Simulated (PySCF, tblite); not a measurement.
# C5H15NP2: geometry, infrared bands and NMR shifts

What infrared bands and NMR shifts should C5H15NP2 (`CCN(C)P(C)CP`) show?

Computed with tblite 0.8.0 and PySCF 2.14.0, with density-fitted response routines of our own, on a single molecule in the gas phase. Atoms are numbered from 0 throughout.

## (1) The starting structure

23 atoms, charge 0, multiplicity 1; geometry from: force field or distance geometry start.

Bonds of the start (Å): C0–C1 1.51, C1–N2 1.40, N2–C3 1.42, N2–P4 1.76, P4–C5 1.87, P4–C6 1.83, C6–P7 1.84, C0–H8 1.11, C0–H9 1.12, C0–H10 1.12, C1–H11 1.13, C1–H12 1.13, C3–H13 1.11, C3–H14 1.13, C3–H15 1.13, C5–H16 1.13, C5–H17 1.10, C5–H18 1.10, C6–H19 1.12, C6–H20 1.13, P7–H21 1.47, P7–H22 1.44.

## (2) Optimising the geometry with GFN2-xTB

The job: settings as JSON, then the geometry in Å.

```
{"job": {"kind": "relax", "xc": "GFN2-xTB", "basis": "xTB"}, "charge": 0, "multiplicity": 1}
C      3.064100    -0.343600    -0.311700
C      1.651200    -0.753100     0.008900
N      0.654400     0.198400    -0.218700
C      0.622300     1.370700     0.584100
P     -0.899200    -0.395000    -0.803000
C     -0.972100    -2.204100    -0.322500
C     -2.395000     0.400800    -0.115700
P     -2.312000     2.222300     0.097700
H      3.554500    -1.208200    -0.802500
H      3.091400     0.507900    -1.033100
H      3.687200    -0.132400     0.592500
H      1.437900    -1.698200    -0.565900
H      1.634700    -1.053600     1.096100
H      0.369700     2.300100     0.042100
H     -0.082500     1.182400     1.441000
H      1.606400     1.594000     1.100200
H     -0.821900    -2.329000     0.792200
H     -0.248500    -2.805600    -0.886800
H     -2.015700    -2.521000    -0.496200
H     -3.252200     0.199300    -0.810500
H     -2.707400    -0.138000     0.823300
H     -3.429100     2.679700     0.934200
H     -2.242900     2.953100    -1.135500
```

Command:

```
$ OMP_NUM_THREADS=1 python probes_run.py task.json out
```

One launch serves the whole session: the jobs run in the order shown.

**Question.** This job is followed by: GFN2-xTB harmonic vibrations, gas phase; GIAO PBE0/pcSseg-1 NMR shielding, non-relativistic, gas phase. Predict these results of the whole session: strongest single infrared mode (GFN2-xTB); zero-point energy (GFN2-xTB); 13C shifts against TMS (PBE0/pcSseg-1); 1H shifts against TMS (PBE0/pcSseg-1, means over atoms taken as alike); 15N shifts against NH3 (PBE0/pcSseg-1); 31P shifts against H3PO4 (PBE0/pcSseg-1); surface potential, 1st and 99th percentile.

As calculated:

| quantity | value |
| --- | --- |
| strongest single infrared mode (GFN2-xTB) | 2332 cm⁻¹, 171 km/mol |
| zero-point energy (GFN2-xTB) | 119.7 kcal/mol |
| 13C shifts against TMS (PBE0/pcSseg-1) | 49.9, 39.9, 23.6, 21.4, 8.6 ppm |
| 1H shifts against TMS (PBE0/pcSseg-1, means over atoms taken as alike) | 3.06, 2.91, 2.76, 1.77, 1.29, 1.02 ppm |
| 15N shifts against NH3 (PBE0/pcSseg-1) | 51.3 ppm |
| 31P shifts against H3PO4 (PBE0/pcSseg-1) | 44.4, -182.1 ppm |
| surface potential, 1st and 99th percentile | -1.13 V and 0.86 V |

Relaxing lowered the energy by 2.542 eV in 180 steps; the close pair that moved most is P7–H21, from 1.469 to 1.396 Å. No mode is imaginary among the 63: a minimum at this level. The strongest single mode, at 2332 cm⁻¹, moves mainly H22. GFN2-xTB is a fitted tight-binding method: band positions and strengths are rough. Its intensities can rank the bands wrongly. At PBE0/pcSseg-1: The widest tensor belongs to P4: span 184 ppm, with a paramagnetic part of -694 ppm.
